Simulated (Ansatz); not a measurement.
# YbPb3 (AuCu3 type): a single-point run

Aim: a sound single-point run of YbPb3 (AuCu3 type). The structure is shown as the input types it.

Computed with Ansatz 0.2.0 (DFT PBE, scalar-relativistic, plane waves, PAW, unless a step's input says otherwise).

## 1. The structure to begin with

Symmetry: Pm-3m, No. 221, cubic system. Conventional cell: a = 4.859 Å, b = 4.859 Å, c = 4.859 Å, α = 90.00°, β = 90.00°, γ = 90.00°. Around Yb (site symmetry m-3m) lie 12 Pb at 3.44 Å. Pb (site symmetry 4/mmm) is surrounded by 4 Yb at 3.44 Å and 8 Pb at 3.44 Å.

As a file:

```xyz
4
Lattice="4.8590 0.0000 0.0000 0.0000 4.8590 0.0000 0.0000 0.0000 4.8590" Properties=species:S:1:pos:R:3 pbc="T T T"
Yb    0.0000    0.0000    0.0000
Pb    0.0000    2.4295    2.4295
Pb    2.4295    2.4295    0.0000
Pb    2.4295    0.0000    2.4295
```

## 2. Input and run

input.yaml

```yaml
crystal:
  lattice:
    - [4.8589998337, 0.0, 0.0]
    - [0.0, 4.8589998337, 0.0]
    - [0.0, 0.0, 4.8589998337]
  atoms:
    - { symbol: Yb, position: [0.0, 0.0, 0.0] }
    - { symbol: Pb, position: [0.0, 0.5, 0.5] }
    - { symbol: Pb, position: [0.5, 0.5, 0.0] }
    - { symbol: Pb, position: [0.5, 0.0, 0.5] }
basis:
  ecutwfc: 420
  ecutrho_ratio: 4
kpoints:
  mp_grid: { grid: [1, 1, 1] }
hamiltonian:
  xc: pbe
scf:
  occupations: { method: gaussian, width: 0.05 }
  max_iter: 75
output:
  forces: true
  stress: true
```

Command:

```
$ ansatz run input.yaml --threads 4 --pin off --max-ram 6144MiB --backend cpu --events-out ev --progress --plain --runs-dir out
```

**Question.** How will this run end, and is anything wrong with its input?

The run converged and reported no error. That alone doesn't make the input a sound one.

The suspect setting: kpoints.mp_grid.grid is [1, 1, 1]. One k-point can't sample the Brillouin zone of so small a cell.

The test: set kpoints.mp_grid.grid to [6, 6, 6].
